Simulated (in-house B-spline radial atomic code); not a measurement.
# Yb³⁺: density, ELF and screening along the radius

Aim: the shell structure of Yb³⁺ in the radial density, the electron localisation function and the screened nuclear charge, under several settings.

Program: in-house B-spline radial atomic code version 1. Level of theory: several methods, spin-polarised, as named in each step; spherical all-electron atom at the radial basis limit. These are calculated values, not measurements, unless marked.

## 1. What is computed

```
element       : ytterbium (Z = 70)
charge        : +3
electrons     : 67
configuration : [Xe] 4f13
nucleus       : point (non-relativistic runs) or finite (X2C runs)
```

Outer shells as boxes (Hund's rule):

[Xe] 4f13
```
[Xe] core
4f [↑↓][↑↓][↑↓][↑↓][↑↓][↑↓][↑ ]
```

Where spins are not typed, each open shell is filled with up spins first.

## 2. PBE, X2C, [Xe] 4f13

Input settings:

```ini
Z = 70
electrons = 67.0
configuration = [Xe] 4f13
hamiltonian = x2c
method = pbe,pbe
spin_polarised = True
nucleus = fermi
rms_radius = 5.3108
mass_number = 174
atomic_mass = 173.938867545
speed_of_light = 137.035999084
```

Run with:

```
$ python run_scf.py task.json out
```

One command runs all members of the session, one after another, from task.json.

## 3. Hartree-Fock, X2C, [Xe] 4f13

The settings differ from step 2 so:

```diff
@@ -4,3 +4,3 @@
 hamiltonian = x2c
-method = pbe,pbe
+method = hf
 spin_polarised = True
```

## 4. exchange-only LDA, X2C, [Xe] 4f13

The settings differ from step 3 so:

```diff
@@ -4,3 +4,3 @@
 hamiltonian = x2c
-method = hf
+method = lda,
 spin_polarised = True
```

## 5. PBE, non-rel., [Kr] 4d9 4f13 5s2 5p6 6d1

Input settings:

```ini
Z = 70
electrons = 67.0
configuration = [Kr] 4d9 4f13 5s2 5p6 6d1
hamiltonian = nr
method = pbe,pbe
spin_polarised = True
```

## 6. PBE, X2C, [Kr] 4d10 4f13 5s2 5p5 5d1

Input settings:

```ini
Z = 70
electrons = 67.0
configuration = [Kr] 4d10 4f13 5s2 5p5 5d1
hamiltonian = x2c
method = pbe,pbe
spin_polarised = True
nucleus = fermi
rms_radius = 5.3108
mass_number = 174
atomic_mass = 173.938867545
speed_of_light = 137.035999084
```

**Question.** How large is the system in each run, where do the shell borders lie, and what is the highest level?

**Answer**, as computed:

| run | total energy (hartree) | highest level (eV) | radius holding 50 / 90 / 99 % (bohr) | radius at n = 0.001 (bohr) | ELF minima on the full grid (bohr) |
| --- | --- | --- | --- | --- | --- |
| PBE, X2C, [Xe] 4f13 | -14058.1728 | -35.559 | 0.389 / 1.17 / 2.11 | 3.08 | 0.027, 0.12, 0.33, 0.93 |
| Hartree-Fock, X2C, [Xe] 4f13 | -14053.3137 | -47.477 | 0.390 / 1.16 / 2.10 | 3.06 | 0.027, 0.12, 0.33, 0.93 |
| exchange-only LDA, X2C, [Xe] 4f13 | -14041.7393 | -34.079 | 0.389 / 1.17 / 2.12 | 3.09 | 0.027, 0.12, 0.33, 0.93 |
| PBE, non-rel., [Kr] 4d9 4f13 5s2 5p6 6d1 | -13385.8675 | -14.512 | 0.394 / 1.22 / 3.93 | 4.83 | 0.030, 0.12, 0.30, 0.96, 3.1 |
| PBE, X2C, [Kr] 4d10 4f13 5s2 5p5 5d1 | -14057.0149 | -27.273 | 0.389 / 1.18 / 2.25 | 3.34 | 0.026, 0.12, 0.28, 1.0 |

What this shows: In the first run ELF has 4 minima on the grid, which mark the borders between shells. On the record's full grid the screened charge (r times the electrostatic potential) falls from 69.9 near the nucleus to 3.00 at 4.9 bohr; far out it tends to the net charge, 3. The radius that holds 99 % of the electrons runs from 2.10 bohr (Hartree-Fock, X2C, [Xe] 4f13) to 3.93 bohr (PBE, non-rel., [Kr] 4d9 4f13 5s2 5p6 6d1). The grid is coarse (about 23 % a step), so the places of minima are rough. For X2C runs ELF uses the non-relativistic kinetic energy density, and the fields carry no picture-change correction.
